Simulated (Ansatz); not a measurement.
This was printed by a script on Ansatz 0.2.0, Python API, for a ladder of methods at one geometry of CH3BBrFO, SMILES COB(F)Br. What did the script look like? Use (for the species named): B3LYP, def2-SVP basis, multiplicity 1. The script varies functional: b3lyp, cam_b3lyp, revpbe, lda, blyp, hse06.

```xyz
8

C    -0.7874   -0.6425   -0.3613
O     0.5671   -0.6041   -0.4241
B     1.0387    0.4884    0.4186
F     1.4519    0.2417    1.8174
Br    1.4384    2.2842   -0.3686
H    -1.2107   -1.4039   -1.0184
H    -1.1848   -0.7901    0.6623
H    -1.2210    0.3692   -0.7817
```

```console
$ python methods.py
functional    E (Ha)        dipole (D)   HOMO (eV)  LUMO (eV)
b3lyp        -2813.611625     1.835      -8.150     -1.599
cam_b3lyp    -2813.617173     1.908      -9.820     -0.205
revpbe       -2813.285348     1.683      -6.813     -2.254
lda          -2808.199713     1.781      -6.952     -2.647
blyp         -2813.552286     1.664      -6.687     -2.158
hse06        -2813.018991     1.894      -8.066     -1.828
```

One script that gives this output:

`methods.py`
```python
from pathlib import Path

import ansatz as az
import numpy as np

BASIS_SET = "def2-SVP"

geometry_ang = [
    ("C", (-0.7874, -0.6425, -0.3613)),
    ("O", (0.5671, -0.6041, -0.4241)),
    ("B", (1.0387, 0.4884, 0.4186)),
    ("F", (1.4519, 0.2417, 1.8174)),
    ("Br", (1.4384, 2.2842, -0.3686)),
    ("H", (-1.2107, -1.4039, -1.0184)),
    ("H", (-1.1848, -0.7901, 0.6623)),
    ("H", (-1.221, 0.3692, -0.7817)),
]
system = az.Crystal.molecule()
for symbol, xyz in geometry_ang:
    system = system.atom(symbol, xyz)

job = system.calculation().basis(gaussian=BASIS_SET)

print("functional    E (Ha)        dipole (D)   HOMO (eV)  LUMO (eV)")
for name in ["b3lyp", "cam_b3lyp", "revpbe", "lda", "blyp", "hse06"]:
    summary = job.functional(name).forces().orbitals().run(threads=1, runs_dir="runs").report
    lines = Path(summary["orbitals_path"]).read_text().splitlines()
    field_of = lambda key: [line.split("=")[1].strip() for line in lines if line.startswith(key)]
    orbitals = [(27.211386 * float(e), s, float(n)) for e, s, n in zip(field_of("Ene="), field_of("Spin="), field_of("Occup="))]
    homo = max(e for e, _, n in orbitals if n > 0.5)
    lumo = min(e for e, _, n in orbitals if n < 0.5)
    dipole = 4.803205 * np.linalg.norm(summary["charge_distribution"]["dipole_moment_e_ang"])
    print(f"{name:10s} {summary['free_energy_ev'] / 27.211386246:14.6f} {dipole:9.3f} {homo:11.3f} {lumo:10.3f}")
```

Caveats:
- Total energies depend on the basis set; only differences at equal settings carry meaning.
- The geometry is a force-field or estimated start, not a minimum of this method, and the basis set is short of its limit. A lower total doesn't mark the better method: functionals have no common bound, and MP2 and coupled cluster aren't variational.
- b3lyp holds the VWN-RPA fit, as in Gaussian; the form of ORCA and Turbomole is b3lyp5.
- Levels such as HOMO and LUMO are orbital energies: with these approximate functionals they aren't the ionisation energy and electron affinity, and their gap isn't the fundamental gap.
- hse06 follows the composition of plane-wave codes, whose totals differ by tens of mHa, up to about 0.1 Ha, from the form usual in Gaussian-basis programs (wpbeh).
- Finished in 22 s on 1 thread of Arm Neoverse V2, with other jobs on the host, peak memory 0.31 GiB.
